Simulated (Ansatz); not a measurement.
# CH3AlBrF: basis-set convergence

The task here is to estimate one member of a computed series from the others.

The runs use Ansatz 0.2.0, Gaussian basis; one geometry, several basis sets.

Plan: PBE0-D4/def2-SVP; ωB97M-V/def2-SVP; PBE0-D4/def2-QZVPP; ωB97M-V/def2-QZVPP; the functionals' def2-TZVPP values are taken from earlier runs.

### Structure used throughout

The geometry comes from an earlier relaxation with PBE0-D4 in a triple-zeta def2 set; it is a stationary point, not always the lowest conformer.

SMILES `F[CH2][AlH][Br]`, 7 atoms, charge 0, spin multiplicity 1.

Atoms are counted from 1 here; the program's logs count them from 0.

Bond lengths: F1–C2 1.391 Å, C2–Al3 1.976 Å, C2–H5 1.099 Å, C2–H6 1.099 Å, Al3–Br4 2.249 Å, Al3–H7 1.579 Å. Angles: F1–C2–Al3 113.1°, F1–C2–H5 108.1°, F1–C2–H6 108.1°, Al3–C2–H5 110.7°, Al3–C2–H6 110.7°, H5–C2–H6 105.8°, C2–Al3–Br4 119.4°, C2–Al3–H7 121.2°, Br4–Al3–H7 119.3°.

The first run:

in.yaml reads:

```yaml
crystal:
  periodic: [false, false, false]
  atoms:
    - {symbol: F, position_ang: [-0.869801, 1.546967, 0.579166]}
    - {symbol: C, position_ang: [0.096913, 0.559599, 0.735875]}
    - {symbol: Al, position_ang: [0.096562, -0.766410, -0.729164]}
    - {symbol: Br, position_ang: [-1.386534, -0.559293, -2.406856]}
    - {symbol: H, position_ang: [-0.070889, 0.069199, 1.704603]}
    - {symbol: H, position_ang: [1.076229, 1.051204, 0.815454]}
    - {symbol: H, position_ang: [1.118621, -1.969364, -0.744778]}
basis:
  gaussian: {orbitals: def2-SVP}
hamiltonian: {xc: pbe0, dispersion: d4}
output: {orbitals: {seedname: orbitals}}
```

Run with:

```
$ ansatz run in.yaml --threads 2 --pin off --events-out ev --progress --plain --max-ram 4352MiB
```

Steps of the session up to this table: PBE0-D4 in def2-SVP; ωB97M-V in def2-SVP; PBE0-D4 in def2-QZVPP; ωB97M-V in def2-QZVPP.

One table of the session follows, with a row left open; its other results are not shown here.

It belongs to the step «Density functionals: the series». 

```
functional       basis  HOMO (eV)  LUMO (eV)
   PBE0-D4    def2-SVP      -7.89      -1.49
   PBE0-D4  def2-TZVPP      -8.01      -1.53
   PBE0-D4  def2-QZVPP          ?          ?
   ωB97M-V    def2-SVP     -10.09       0.21
   ωB97M-V  def2-TZVPP     -10.24       0.10
   ωB97M-V  def2-QZVPP     -10.27      -0.03
```

Estimate the missing values for PBE0-D4, def2-QZVPP.

As computed: HOMO (eV): -8.04; LUMO (eV): -1.55. In the column «HOMO (eV)» it lies between ωB97M-V, def2-SVP (-10.09) and PBE0-D4, def2-TZVPP (-8.01).
